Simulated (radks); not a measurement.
# Dipole-allowed lines with 29 electrons: As⁴⁺, Se⁵⁺, Br⁶⁺, Kr⁷⁺, Rb⁸⁺, Sr⁹⁺

One table from this session's results is given with a row withheld; the runs are named, their logs left out.

Program: radks (a radial shooting solver on a logarithmic mesh, Libxc functionals) version 1. Level of theory: scalar-relativistic Kohn-Sham, LDA (Slater exchange, VWN5 correlation), spin-polarised, spherical densities, finite nucleus; open shells are filled with parallel spins first. These are calculated values, not measurements, unless marked.

## The atom as given

* species: As⁴⁺ ([Ar] 3d10 4s1), Se⁵⁺ ([Ar] 3d10 4s1), Br⁶⁺ ([Ar] 3d10 4s1), Kr⁷⁺ ([Ar] 3d10 4s1), Rb⁸⁺ ([Ar] 3d10 4s1), Sr⁹⁺ ([Ar] 3d10 4s1)

Set-up of the first run:

The run's settings:

```text
Z 33
configuration [Ar] 3d10 4s1 4p0 5s0 4d0 4f0
relativity scalar-relativistic
functional lda,vwn5
spin polarised
nucleus finite rms 4.0968 fm
c 137.035999084
response adiabatic LDA kernel, real frequencies
```

Command:

```sh
$ python run_ks.py task.json out
```

This one command runs every case of the session in turn.

Among the steps run: As⁴⁺, [Ar] 3d10 4s1; Se⁵⁺, [Ar] 3d10 4s1; Br⁶⁺, [Ar] 3d10 4s1; Kr⁷⁺, [Ar] 3d10 4s1; Rb⁸⁺, [Ar] 3d10 4s1; Sr⁹⁺, [Ar] 3d10 4s1.

One of the session's tables, all rows but one given; the rest of the session is left out.

```
species  −ε(HOMO) (eV)  first line (eV)  strongest line (eV)  static α (bohr³)
   As⁴⁺         58.184           13.431               13.431             3.878
   Se⁵⁺         76.839           15.576               15.576             2.809
   Br⁶⁺         97.456           17.726               17.726             2.113
   Kr⁷⁺         120.00           19.890               19.890             1.637
   Rb⁸⁺         144.43           22.078               22.078             1.296
   Sr⁹⁺              ?                ?                    ?                 ?
```

**Question.** Estimate the row for Sr⁹⁺.

The run gave: −ε(HOMO) (eV): 170.75; first line (eV): 24.296; strongest line (eV): 24.296; static α (bohr³): 1.046. In the column «−ε(HOMO) (eV)» it is the highest.

In As⁴⁺ the response moves the first line 0.900 eV above the bare orbital gap, and the lines found carry 88 % of the static polarisability. Very weak lines can be missed, and lines above minus the highest eigenvalue dissolve into this model's continuum.
